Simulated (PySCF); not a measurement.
**From one method to the next for MoF2**

What do other methods print for MoF2?

Program: PySCF 2.14.0. Level of theory: method and basis as typed in the scripts. These are calculated values, not measurements.

4 further runs of the same task are left out: 1 for a known fault of the program, 3 that didn't finish. Runs told in other sessions of the task aren't counted.

## (1) Starting geometry

MoF2: 3 atoms, charge 0, spin multiplicity 1.

Bond lengths: Mo1–F2 1.812 Å, Mo1–F3 1.812 Å. Angles: F2–Mo1–F3 142.4°.

## (2) The run that the others are compared with

input.py reads:

```python
from pyscf import gto, scf, mp

mol = gto.M(
    atom='Mo 0 0 -0.1596; F 1.7149 0 0.4246; F -1.7149 0 0.4246',
    basis='crenbl',
    ecp={'Mo': 'crenbl', 'F': 'crenbl'},
    charge=0,
    spin=0,
    verbose=3,
)
mf = scf.RHF(mol)
mf.level_shift = 0.3
mf = mf.newton()
mf.kernel()
mp.MP2(mf).kernel()
mf.dip_moment()
print('orbital energies (hartree):', mf.mo_energy[..., max(0, mol.nelec[1]-3):mol.nelec[0]+3].round(4))
```

Command:

```sh
> OMP_NUM_THREADS=1 python input.py
```

## (3) Gradient

Run 1 changes step after the SCF: mp2 → gradient.

input.py, as its differences from that of step 2:

```diff
@@ -1,2 +1,2 @@
-from pyscf import gto, scf, mp
+from pyscf import gto, scf
 
@@ -14,3 +14,3 @@
 mf.kernel()
-mp.MP2(mf).kernel()
+mf.nuc_grad_method().kernel()
 mf.dip_moment()
```

## (4) Blyp (RKS)

Run 2 changes functional: none (Hartree–Fock) → blyp; SCF type: RHF → RKS; step after the SCF: mp2 → analyze.

input.py, as its differences from that of step 2:

```diff
@@ -1,2 +1,2 @@
-from pyscf import gto, scf, mp
+from pyscf import gto, dft
 
@@ -10,3 +10,3 @@
 )
-mf = scf.RHF(mol)
+mf = dft.RKS(mol, xc='blyp')
 mf.level_shift = 0.3
@@ -14,3 +14,3 @@
 mf.kernel()
-mp.MP2(mf).kernel()
+mf.mulliken_pop()
 mf.dip_moment()
```

Q: Predict the outcome of this session. Wanted: for each run, E(SCF); from base; SCF dipole; after the SCF.

As calculated:

```tsv
run	E(SCF) (hartree)	from base (eV)	SCF dipole (D)	after the SCF
base	-115.043217	0	2.72	MP2 correlation -14.069 eV
gradient	-115.043217	0.0000	2.72	n/a
blyp (RKS)	-116.269145	not comparable	0.73	n/a
```

In words: Total energies of different functionals can't be compared with each other; differences within one functional can. The dearest run is “blyp (RKS)”, at 18 s against 2.4 s.
